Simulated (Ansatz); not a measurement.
# ZrSeBr: the cost of one run

Computed with Ansatz 0.2.0 (DFT PBE, scalar-relativistic, plane waves, PAW, unless a step's input says otherwise).

1 further run of the same task is left out (set aside as unsound or not needed).

## Step 1: The starting structure

Symmetry: P-6m2, No. 187, hexagonal system. Conventional cell: a = 4.907 Å, b = 4.907 Å, c = 3.183 Å, α = 90.00°, β = 90.00°, γ = 120.00°. Around Zr (site symmetry -6m2) lie 2 Zr at 3.18 Å and 6 Se at 3.25 Å and 6 Br at 3.25 Å. Se (site symmetry -6m2) has 3 Br at 2.83 Å and 2 Se at 3.18 Å and 6 Zr at 3.25 Å as nearest neighbours. Br (site symmetry -6m2) has 3 Se at 2.83 Å and 2 Br at 3.18 Å and 6 Zr at 3.25 Å as nearest neighbours.

As a file:

```cif
data_structure
_symmetry_space_group_name_H-M 'P 1'
_symmetry_Int_Tables_number 1
_cell_length_a 4.9067
_cell_length_b 4.9067
_cell_length_c 3.1832
_cell_angle_alpha 90.000
_cell_angle_beta 90.000
_cell_angle_gamma 120.000
_cell_volume 66.37
loop_
_atom_site_label
_atom_site_type_symbol
_atom_site_fract_x
_atom_site_fract_y
_atom_site_fract_z
_atom_site_occupancy
Zr1 Zr 0.00000 0.00000 0.50000 1
Se1 Se 0.33333 0.66667 0.00000 1
Br1 Br 0.66667 0.33333 0.00000 1
```

The cell was relaxed beforehand at this level, from a database cell with other species swapped in; it is a trial structure. At a tolerance of 0.05 Å it has space group P-6m2 (No. 187); it has 22.12 Å³/atom, an uncorrected energy of -0.05 eV/atom over the elements.

## Step 2: Bands, states and charges

input.yaml reads:

```yaml
crystal:
  lattice:
    - [4.9067041988, 0.0, 0.0]
    - [-2.4533520994, 4.249330485, 0.0]
    - [0.0, 0.0, 3.1832273149]
  atoms:
    - { symbol: Zr, position: [0.0, 0.0, 0.5] }
    - { symbol: Se, position: [0.3333333333, 0.6666666667, 0.0] }
    - { symbol: Br, position: [0.6666666667, 0.3333333333, 0.0] }
basis:
  ecutwfc: 420
kpoints:
  mp_grid: { grid: [12, 12, 16] }
  band_path:
    path:
      - [[0.0, 0.0, 0.0], [0.5, 0.0, 0.0], [0.33333333, 0.33333333, 0.0], [0.0, 0.0, 0.0], [0.0, 0.0, 0.5], [0.5, 0.0, 0.5], [0.33333333, 0.33333333, 0.5], [0.0, 0.0, 0.5]]
      - [[0.5, 0.0, 0.5], [0.5, 0.0, 0.0]]
      - [[0.33333333, 0.33333333, 0.5], [0.33333333, 0.33333333, 0.0]]
    npoints: 14
hamiltonian:
  xc: pbe
scf:
  occupations: { method: gaussian, width: 0.1 }
  n_extra_bands: 7
output:
  forces: true
  stress: true
  eigenvalues: true
  populations: true
  dos: { projected: true, de: 0.02, nscf_kmesh: { grid: [15, 15, 20] } }
  bader: true
  write_density: true
  write_potential: true
  elf: true
  volumetric_format: npy
```

On the command line:

```sh
ansatz run input.yaml --threads 1 --pin off --max-ram 2048MiB --backend cpu --events-out ev --progress --plain --runs-dir out
```

Q: Estimate wall time and peak memory on 1 thread of Arm Neoverse V1, shared host.

About 99 s, with a peak of 0.59 GiB.
